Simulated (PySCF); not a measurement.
# [Lu(H2O)]3+: other functionals and bases at one geometry

One table from this session's results is given with a row withheld; the runs are named, their logs left out.

Method: several levels, as the steps say, no spin–orbit coupling; program: PySCF 2.14.0.

3 further runs of the same task are left out: 2 for a known fault of the program, 1 that didn't finish.

### The starting structure

4 atoms, charge 3, spin multiplicity 1.

Bond lengths: Lu1–O2 2.074 Å, O2–H3 1.021 Å, O2–H4 1.021 Å. Angles: Lu1–O2–H3 128.9°, Lu1–O2–H4 128.9°, H3–O2–H4 102.1°.

Geometry (Å):

```xyz
4
charge 3, multiplicity 1
Lu    0.00000    0.00000   -0.02121
O     0.00000    0.00000    2.05282
H     0.79395    0.00000    2.69413
H    -0.79395    0.00000    2.69413
```

Formal oxidation states: Lu +3. An earlier session relaxed this geometry at PBE, Lu def2-SVP with ECP28, O def2-SVP, H def2-SVP (singlet, point group C2v).

At PBE on the finer grid: E = -1311.407906 Eh, HOMO -27.30 eV, LUMO -22.14 eV, Mulliken charge on Lu1 +2.51 e, largest force component 0.004 eV/Å. 

Levels to run: BP86; HF; TPSSh; r2SCAN; PBE, TZVP; PBE, x2c-SVP. Hardware: 2 threads of Arm Neoverse V1, shared host.

Set-up of the first run:

run.py (the lines that set the calculation)

```python
mol = gto.M(atom='''
Lu     0.00000     0.00000    -0.02121
O      0.00000     0.00000     2.05282
H      0.79395     0.00000     2.69413
H     -0.79395     0.00000     2.69413''',
    basis={'Lu': 'def2-SVP', 'O': 'def2-SVP', 'H': 'def2-SVP'},
    ecp={'Lu': 'def2-SVP'},
    charge=3, spin=0)
mf = dft.RKS(mol, xc='B88,P86')
mf.grids.atom_grid = (75, 302)  # f atoms: unpruned, at least (60, 302)
mf = mf.density_fit()  # fitting sets: Lu def2-universal-JKFIT, O def2-universal-JKFIT, H def2-universal-JKFIT
mf.conv_tol = 1e-08; mf.max_cycle = 55
mf.kernel(dm0)  # dm0: the density of the relaxed state
```

Command:

```
OMP_NUM_THREADS=2 python run.py
```

Steps of the session up to this table: BP86; HF; TPSSh; r2SCAN; PBE, TZVP; PBE, x2c-SVP.

One of the session's tables, all rows but one given; the rest of the session is left out.

| level | HOMO (eV) | gap (eV) | charge on Lu1 (e) | dipole (D) | largest force component (eV/Å) |
| --- | --- | --- | --- | --- | --- |
| PBE (relaxed here) | -27.30 | 5.16 | 2.51 | 4.14 | 0.00 |
| BP86 | -27.41 | 5.33 | 2.52 | 4.12 | 0.07 |
| HF | -33.22 | 15.46 | 2.69 | 3.07 | 2.29 |
| TPSSh | -27.98 | 6.50 | 2.55 | 3.92 | 0.25 |
| r2SCAN | -27.60 | 5.98 | 2.56 | 3.91 | 0.29 |
| PBE, TZVP | ? | ? | ? | ? | ? |
| PBE, x2c-SVP | -27.24 | 5.36 | 2.49 | 4.01 | 0.08 |

**Question.** Estimate the row for PBE, TZVP.

The run gave: HOMO (eV): -27.29; gap (eV): 5.11; charge on Lu1 (e): 2.54; dipole (D): 4.21; largest force component (eV/Å): 0.53. In the column «HOMO (eV)» it lies between PBE (relaxed here) (-27.30) and PBE, x2c-SVP (-27.24).

The dipole of a charged species depends on the origin, so these sizes hold for this origin alone.

In one basis the HOMO–LUMO gap runs from 5.16 eV (PBE) to 15.46 eV (HF). The largest leftover force, 2.29 eV/Å with HF, stands at a geometry relaxed at another level. Total energies of different levels can't be compared.
